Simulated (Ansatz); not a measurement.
# AlH2SF (SMILES [F][AlH][SH]): r2SCAN0/STO-3G

What is the electronic atomisation energy of AlH2SF at r2SCAN0/STO-3G? 

Program for the calculation: Ansatz 0.2.0.

65 further runs of the same task are left out: 1 that didn't finish, 64 set aside as unsound or not needed.

### Step 1. Starting point

AlH2SF: 5 atoms, total charge 0, spin state singlet. SMILES: `[F][AlH][SH]`. Geometry: relaxed at PBE0-D4/def2-TZVP. This is one conformer, not always the lowest.

Bond lengths: F1–Al2 1.645 Å, Al2–S3 2.169 Å, Al2–H4 1.569 Å, S3–H5 1.345 Å. Angles: F1–Al2–S3 116.3°, F1–Al2–H4 119.8°, S3–Al2–H4 123.9°, Al2–S3–H5 91.6°.

### Step 2. The energy at r2SCAN0/STO-3G

molecule.yaml reads:

```yaml
crystal:
  periodic: [false, false, false]
  atoms:
    - {symbol: F, position_ang: [-1.203500, -1.535800, 0.877500]}
    - {symbol: Al, position_ang: [-0.513900, -0.309100, 0.024800]}
    - {symbol: S, position_ang: [1.536100, 0.182600, 0.533500]}
    - {symbol: H, position_ang: [-1.341100, 0.430400, -1.085200]}
    - {symbol: H, position_ang: [1.572300, 1.158200, -0.392100]}
basis:
  gaussian: {orbitals: STO-3G}
hamiltonian: {xc: {name: r2SCAN0}}
accuracy: high
```

Started as:

```bash
$ ansatz run molecule.yaml --threads 1 --pin off --max-ram 2610MiB --events-out events.jsonl --progress --plain --runs-dir runs
```

The program printed:

```text
Warning: RAYON_NUM_THREADS=1 ignored (pool sized by the plan → 1); use --threads N
Functional definition: r2SCAN0
  name "r2SCAN0"
  parameter a = 0.25
  parameter k0 = 0.174
  parameter k1 = 0.065
  parameter a1 = 4.9479
  exchange = (1 - a)*r2scan_x(k0 = k0, k1 = k1, a1 = a1) + a*exact_x
  correlation = r2scan_c
454 factors; integrals over basis functions are off by at most 2.9e-8 eV
mean field evaluation 1: about -19940.4619 eV, gradient 2.4e1 eV
mean field evaluation 2: about -19939.5819 eV, gradient 3.2e1 eV
mean field evaluation 4: about -19942.7265 eV, gradient 7.2e-1 eV
mean field evaluation 8: about -19942.6931 eV, gradient 3.4e-3 eV
mean field evaluation 16: about -19942.6931 eV, gradient 3.1e-8 eV
mean field -19942.69310400 eV, -732.8804539291 hartree, gradient 3.1e-8 eV, S^2 0.000000; 0 other end points of the search recorded, 0 dependent functions left out
reference -19942.69310429 eV, -732.8804539396 hartree; 20, 20 occupied and 5, 5 virtual orbitals, 454 factors
Total energy: -19942.69310429 eV, -732.8804539396 hartree
```

Run time: 1 s. Hardware: 1 thread of AMD EPYC 9R45 (Zen 5), shared host; peak memory 0.17 GiB.

### Step 3. The Al atom

run.yaml reads:

```yaml
crystal:
  periodic: [false, false, false]
  atoms:
    - {symbol: Al, position_ang: [0.000000, 0.000000, 0.000000]}
basis:
  gaussian:
    orbitals: STO-3G
accuracy: high
hamiltonian:
  xc: {name: r2SCAN0}
magnetization:
  spin_polarized: true
  initial_magnetization: 1
```

Run the same way, it converges to -239.29241 Eh (log not shown).

### Step 4. The F atom at the same level

molecule.yaml reads:

```yaml
crystal:
  periodic: [false, false, false]
  atoms:
    - {symbol: F, position_ang: [0.000000, 0.000000, 0.000000]}
basis:
  gaussian: {orbitals: STO-3G}
accuracy: high
hamiltonian: {xc: {name: r2SCAN0}}
magnetization: {spin_polarized: true, initial_magnetization: 1}
```

Run the same way, it converges to -98.26148 Eh (log not shown).

### Step 5. The H atom

run.yaml reads:

```yaml
crystal:
  periodic: [false, false, false]
  atoms:
    - {symbol: H, position_ang: [0.000000, 0.000000, 0.000000]}
basis:
  gaussian:
    orbitals: STO-3G
magnetization:
  spin_polarized: true
  initial_magnetization: 1
accuracy: high
hamiltonian:
  xc: {name: r2SCAN0}
```

Run the same way, it converges to -0.46649 Eh (log not shown).

### Step 6. The S atom at the same level

input.yaml reads:

```yaml
crystal:
  periodic: [false, false, false]
  atoms:
    - symbol: S
      position_ang: [0.000000, 0.000000, 0.000000]
basis:
  gaussian:
    orbitals: STO-3G
magnetization:
  spin_polarized: true
  initial_magnetization: 2
hamiltonian:
  xc: {name: r2SCAN0}
accuracy: high
total_charge: 0
```

Run the same way, it converges to -393.67269 Eh (log not shown).

### Step 7. Results

Level: r2SCAN0/STO-3G.

| quantity | value |
| --- | --- |
| molecule: total energy | -732.88045 Eh |
| Al atom: total energy | -239.29241 Eh |
| Al atom: ⟨S²⟩ | 0.750 |
| F atom: total energy | -98.26148 Eh |
| F atom: ⟨S²⟩ | 0.750 |
| H atom: total energy | -0.46649 Eh |
| H atom: ⟨S²⟩ | 0.750 |
| S atom: total energy | -393.67269 Eh |
| S atom: ⟨S²⟩ | 2.000 |
| electronic atomisation energy | 19.617 eV |

Taking the molecule apart into free atoms costs 19.62 eV (1893 kJ/mol), before zero-point energy and without spin-orbit coupling. In a minimal basis such a difference can be off by several eV, whatever the method.
